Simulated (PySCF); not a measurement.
**CuCl: bond curves at several levels of theory**

An exercise on one series of results from a longer session: the logs are not shown, and one member is left open.

Program: PySCF 2.14.0. Level of theory: Cu def2-TZVPPD, Cl def2-TZVPPD, no relativity. These are calculated values, not measurements.

Set-up of the first run:

A driver script around PySCF takes these settings:

| Quantity | Value |
| --- | --- |
| atoms | Cu, Cl |
| charge | 0 |
| basis | Cu def2-TZVPPD, Cl def2-TZVPPD |
| Hamiltonian | no relativity |
| basis functions | 118 |
| electrons treated | 46 |
| masses in u | 62.9296, 34.9689 |
| levels | PBE0, PBE, r²SCAN, r²SCANh, B3LYP, MN15, M06-L, revPBE, ωB97X-V, HF, MP2, SCS-MP2, CCSD, CCSD(T) |
| grid | 80 radial by 434 angular points |
| occupations | held fixed by the projection of orbital angular momentum |
| dissociation limit | Cu + Cl, each in its ground configuration |
| starting distance in angstrom | 2.105 |
| values of 2S to try | 0, 2, 4 |

Launch:

```sh
> OMP_NUM_THREADS=2 python dia.py task.json out
```

Steps of the session up to this table: Input; First curve: PBE0; Excited determinants; PBE; r²SCAN (meta-GGA); r²SCANh; B3LYP; MN15 (hybrid meta-GGA); M06-L (meta-GGA); revPBE; ωB97X-V; RHF (mean field); MP2 and coupled cluster.

One table of the session follows, with a row left open; its other results are not shown here.

Energy (eV) from each level's lowest point:

```
R (Å)    RHF  RHF-MP2  RHF-SCS-MP2  RHF-CCSD  RHF-CCSD(T)
1.791  1.416    0.757        0.889       n/a          n/a
1.875  0.758    0.305        0.392     0.476        0.435
1.958  0.347    0.074        0.123     0.169        0.147
2.021  0.159    0.005        0.028     0.049        0.039
2.083      ?        ?            ?         ?            ?
2.146  0.000    0.044        0.024     0.005        0.013
2.229  0.006    0.157        0.113     0.073        0.091
2.333  0.094    0.358        0.289     0.227        0.253
2.458  0.274    0.647        0.554     0.473        0.505
2.625  0.581    1.065        0.947       n/a          n/a
```

Q: Estimate the row for R (Å) = 2.083 from the others.

Worked estimate for «RHF». A straight line through the neighbours (2.021, 0.159) and (2.146, 0.000) gives 0.159 + (0.000 − 0.159) × (2.083 − 2.021) / (2.146 − 2.021) = 0.080; a parabola fitted to 4 rows on both sides gives 0.051.

As computed: RHF: 0.049; RHF-MP2: 0.000; RHF-SCS-MP2: 0.000; RHF-CCSD: 0.000; RHF-CCSD(T): 0.000. In «RHF» the line misses by +0.031 and the parabola by +0.002.
